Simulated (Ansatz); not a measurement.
# CH8GaNSi: one species, many methods

The task here is to estimate one member of a computed series from the others.

Program: Ansatz 0.2.0, Gaussian basis. Level of theory: functionals in def2-TZVPP, the program's frozen cores in correlated methods. These are calculated values, not measurements.

The runs, in order: PBE-D4, r2SCAN-D4, PBE0-D4, B3LYP-D4, ωB97X-V, ωB97M-V, B2PLYP; CCSD(T)/def2-TZVPP; MP2/def2-QZVPP; extrapolation to the limit.

### Structure used throughout

All runs share one geometry, relaxed beforehand with PBE0-D4 in a triple-zeta def2 set.

SMILES `N[CH2][GaH][SiH3]`, 12 atoms, charge 0, spin multiplicity 1.

Atoms are counted from 1 here; the program's logs count them from 0.

Bond lengths: N1–C2 1.456 Å, N1–H5 1.011 Å, N1–H6 1.013 Å, C2–Ga3 1.982 Å, C2–H7 1.097 Å, C2–H8 1.104 Å, Ga3–Si4 2.419 Å, Ga3–H9 1.577 Å, Si4–H10 1.490 Å, Si4–H11 1.491 Å, Si4–H12 1.492 Å. Angles: C2–N1–H5 111.6°, C2–N1–H6 111.7°, H5–N1–H6 107.1°, N1–C2–Ga3 112.0°, N1–C2–H7 109.1°, N1–C2–H8 115.3°, Ga3–C2–H7 105.7°, Ga3–C2–H8 108.7°, H7–C2–H8 105.4°, C2–Ga3–Si4 119.0°, C2–Ga3–H9 119.2°, Si4–Ga3–H9 121.8°, Ga3–Si4–H10 112.8°, Ga3–Si4–H11 109.7°, Ga3–Si4–H12 111.9°, H10–Si4–H11 107.5°, H10–Si4–H12 107.4°, H11–Si4–H12 107.2°.

The first run:

The input, in.yaml:

```yaml
crystal:
  periodic: [false, false, false]
  atoms:
    - {symbol: N, position_ang: [-0.503102, 1.647805, -0.664653]}
    - {symbol: C, position_ang: [-0.625496, 1.283645, 0.740101]}
    - {symbol: Ga, position_ang: [0.204336, -0.474640, 1.125943]}
    - {symbol: Si, position_ang: [0.923464, -1.860792, -0.721226]}
    - {symbol: H, position_ang: [-0.907019, 0.944123, -1.268324]}
    - {symbol: H, position_ang: [-0.975031, 2.520825, -0.867768]}
    - {symbol: H, position_ang: [-0.075064, 2.010986, 1.349346]}
    - {symbol: H, position_ang: [-1.654044, 1.285324, 1.140063]}
    - {symbol: H, position_ang: [0.390314, -0.925832, 2.625429]}
    - {symbol: H, position_ang: [0.819244, -3.317357, -0.424897]}
    - {symbol: H, position_ang: [2.350256, -1.570059, -1.043769]}
    - {symbol: H, position_ang: [0.129142, -1.599027, -1.956246]}
basis:
  gaussian: {orbitals: def2-TZVPP}
hamiltonian: {xc: pbe, dispersion: d4}
output: {forces: true, orbitals: {seedname: orbitals}}
```

Run with:

```sh
> ansatz run in.yaml --threads 4 --pin off --events-out ev --progress --plain --max-ram 10444MiB
```

Steps of the session up to this table: PBE-D4 (GGA); r2SCAN-D4 (meta-GGA); PBE0-D4 (hybrid); B3LYP-D4 (hybrid); ωB97X-V (range-separated); ωB97M-V (range-separated); B2PLYP (double hybrid); CCSD(T) in def2-TZVPP; MP2 in def2-QZVPP.

One table of the session follows, with a row left open; its other results are not shown here.

```
            method  atomisation energy (kJ/mol)
            PBE-D4                       3691.9
         r2SCAN-D4                       3665.3
           PBE0-D4                       3654.5
          B3LYP-D4                       3670.0
           ωB97X-V                       3698.0
           ωB97M-V                       3673.7
            B2PLYP                       3621.1
     HF/def2-TZVPP                            ?
    MP2/def2-TZVPP                       3584.2
   CCSD/def2-TZVPP                       3547.1
CCSD(T)/def2-TZVPP                       3590.2
           MP2/CBS                       3675.2
       CCSD(T)/CBS                       3681.1
```

Estimate the missing values for HF/def2-TZVPP.

As computed: atomisation energy (kJ/mol): 2640.5. In the column «atomisation energy (kJ/mol)» it is the lowest.

Limits of these values: Free atoms (1 N, 1 C, 1 Ga, 1 Si, 8 H) were run apart at each level; the atomisation energy is their sum less the molecule, without zero-point or spin-orbit terms.
